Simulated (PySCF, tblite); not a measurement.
# C₄H₃N₄O−: geometry, infrared bands and NMR shifts

What infrared bands and NMR shifts should C₄H₃N₄O− (`COc1nn[n-]c1C#N`) show?

Programs: tblite 0.8.0 and PySCF 2.14.0, with density-fitted response routines of our own. Each step states its level of theory. These are calculated values for one molecule in the gas phase, unless marked as measured. Atoms are numbered from 0 throughout.

### Step 1. Starting geometry

12 atoms, charge -1, multiplicity 1; geometry from: force field or distance geometry start.

Bonds of the start (Å): C0–O1 1.43, O1–C2 1.41, C2–N3 1.34, N3–N4 1.36, N4–N5 1.37, N5–C6 1.36, C6–C7 1.55, C7–N8 1.16, C6–C2 1.38, C0–H9 1.10, C0–H10 1.09, C0–H11 1.09.

### Step 2. Optimising the geometry with GFN2-xTB

The job: settings as JSON, then the geometry in Å.

```
{"job": {"kind": "relax", "xc": "GFN2-xTB", "basis": "xTB"}, "charge": -1, "multiplicity": 1}
C      2.070200    -0.298600     0.176400
O      0.916300     0.549500     0.137100
C     -0.266200    -0.191800    -0.045300
N     -0.369600    -1.514000    -0.201600
N     -1.703000    -1.755300    -0.344200
N     -2.440700    -0.606000    -0.312400
C     -1.523000     0.377700    -0.121900
C     -1.810300     1.897200     0.010100
N     -2.013300     3.032900     0.102300
H      2.010800    -1.003700     1.017500
H      2.937600     0.336200     0.328900
H      2.192400    -0.824800    -0.772700
```

Launch:

```console
OMP_NUM_THREADS=1 python probes_run.py task.json out
```

The driver reads the jobs from task.json and runs them one after another.

**Question.** This job is followed by: GFN2-xTB harmonic vibrations, gas phase; GIAO PBE0/pcSseg-1 NMR shielding, non-relativistic, gas phase. Predict these results of the whole session: strongest single infrared mode (GFN2-xTB); zero-point energy (GFN2-xTB); ¹³C shifts against TMS (PBE0/pcSseg-1); ¹H shifts against TMS (PBE0/pcSseg-1, means over atoms taken as alike); ¹⁷O shifts against H2O (PBE0/pcSseg-1); ¹⁵N shifts against NH3 (PBE0/pcSseg-1).

As calculated:

```
                                                              quantity                           value
                             strongest single infrared mode (GFN2-xTB)           2329 cm⁻¹, 656 km/mol
                                          zero-point energy (GFN2-xTB)                   47.0 kcal/mol
                                ¹³C shifts against TMS (PBE0/pcSseg-1)   177.7, 127.2, 101.2, 56.4 ppm
¹H shifts against TMS (PBE0/pcSseg-1, means over atoms taken as alike)                        4.03 ppm
                                ¹⁷O shifts against H2O (PBE0/pcSseg-1)                        71.9 ppm
                                ¹⁵N shifts against NH3 (PBE0/pcSseg-1)  419.4, 400.0, 337.2, 308.9 ppm
```

**Reading.** Relaxing lowered the energy by 0.638 eV in 23 steps; the close pair that moved most is C6–C7, from 1.552 to 1.383 Å. All 30 modes are real, so the xTB geometry is a minimum. The strongest single mode, at 2329 cm⁻¹, moves mainly C7 and N8. Unscaled tight-binding wavenumbers are off by several per cent, some by more. Its intensities can rank the bands wrongly. At PBE0/pcSseg-1: The widest tensor belongs to N4: span 556 ppm, with a paramagnetic part of -472 ppm. NICS(1)zz of -30 ppm above the planar ring from C2 marks a diatropic (aromatic) ring current.
